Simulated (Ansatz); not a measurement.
MgTiF4:

```
Ti Mg F
1.0
     3.60304    0.00000    0.00000
     0.00000    3.60304    0.00000
     0.00000    0.00000    5.11337
Ti Mg F
1 1 4
Direct
  0.50000 0.50000 0.00000
  0.00000 0.00000 0.50000
  0.00000 0.50000 0.25521
  0.00000 0.50000 0.74479
  0.50000 0.00000 0.74479
  0.50000 0.00000 0.25521
```

The cell comes from a database or a generator and needn't be the stable form of this composition.

```yaml
Program: Ansatz 0.2.0
Task: single point
Functional: PBE
Potentials_or_basis: Ansatz PAW
Cutoff: "420 eV (not typed: the program's choice for these potentials)"
k_mesh: 7 × 7 × 5
Occupations: fermi-dirac, width 0.05 eV
Spin: no spin polarisation
```

On this cell: pressure -1.3 GPa; largest force 0.329 eV/Å; band gap on the k mesh none (metal or under the smearing width).

The same run follows on a disturbed copy (atoms moved at random, drawn with an rms of 0.05 Å):

```
Ti Mg F
1.0
     3.60304    0.00000    0.00000
     0.00000    3.60304    0.00000
     0.00000    0.00000    5.11337
Ti Mg F
1 1 4
Cartesian
  1.7909 1.7914 -0.0204
  -0.0403 0.0071 2.5433
  0.0444 1.7882 1.3167
  -0.0067 1.8076 3.8223
  1.8202 -0.0021 3.8182
  1.7495 -0.0025 1.2921
```

Question: What changes?

Answer: The energy (extrapolated to zero smearing) moves by +6.7 meV/atom; pressure -1.0 GPa; largest force 0.602 eV/Å; band gap on the k mesh none (metal or under the smearing width).

Forces in eV/Å, atoms in the order of the input:
```
Ti   0.125  0.040  0.294
Mg   0.098 -0.031 -0.033
F   -0.519  0.060  0.299
F    0.051 -0.027 -0.444
F   -0.129  0.014 -0.491
F    0.374 -0.057  0.374
```

Stress tensor (GPa, compression positive):
```
-2.79 -0.05 -0.14
-0.05 -2.47  0.06
-0.14  0.06  2.23
```

Caveats: semilocal functionals often make such compounds metallic where correlation or magnetic order opens a gap, which also shifts bond lengths.
